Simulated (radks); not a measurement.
# Excited configurations of S

One table from this session's results is given with a row withheld; the runs are named, their logs left out.

Program: radks (a radial shooting solver on a logarithmic mesh, Libxc functionals) version 1. Level of theory: scalar-relativistic Kohn-Sham, LDA (Slater exchange, Perdew-Wang correlation), spin-polarised, spherical densities, finite nucleus; open shells are filled with parallel spins first. These are calculated values, not measurements, unless marked.

## The atom as given

| Quantity | Value |
| --- | --- |
| element | sulfur (Z = 16) |
| charge | 0 |
| electrons | 16 |
| configuration | [Ne] 3s2 3p4 |
| nuclear rms radius | 3.2611 fm |

The outer shells:

S
```
[Ne] core
3s [↑↓]
3p [↑↓][↑ ][↑ ]
```

Set-up of the first run:

Input:

```text
Z 16
configuration [Ne] 3s2 3p4
relativity scalar-relativistic
functional lda,pw
spin polarised
nucleus finite rms 3.2611 fm
c 137.035999084
```

Among the steps run: Ground configuration: [Ne] 3s2 3p4.

One table of the session follows, with a row left open; its other results are not shown here.

It belongs to the step «Ground configuration: [Ne] 3s2 3p4». Sizes of the orbitals, from the radial functions (bohr):

```
  level     <r>  outermost maximum (interpolated)  90 % within  nodes
  2s up  0.4812                             0.389        0.755      1
2s down  0.4809                             0.389        0.754      1
  2p up  0.4436                             0.325        0.740      0
2p down  0.4433                             0.326        0.739      0
  3s up       ?                                 ?            ?      ?
3s down   1.705                              1.41         2.61      2
  3p up   2.044                              1.59         3.24      1
3p down   2.122                              1.61         3.41      1
```

Estimate the missing values for 3s up.

The run gave: <r>: 1.687; outermost maximum (interpolated): 1.41; 90 % within: 2.57; nodes: 2. In the column «<r>» it lies between 2s up (0.4812) and 3s down (1.705).

To keep in mind: Open shells are spherical and high-spin; term and fine-structure splittings are not resolved.
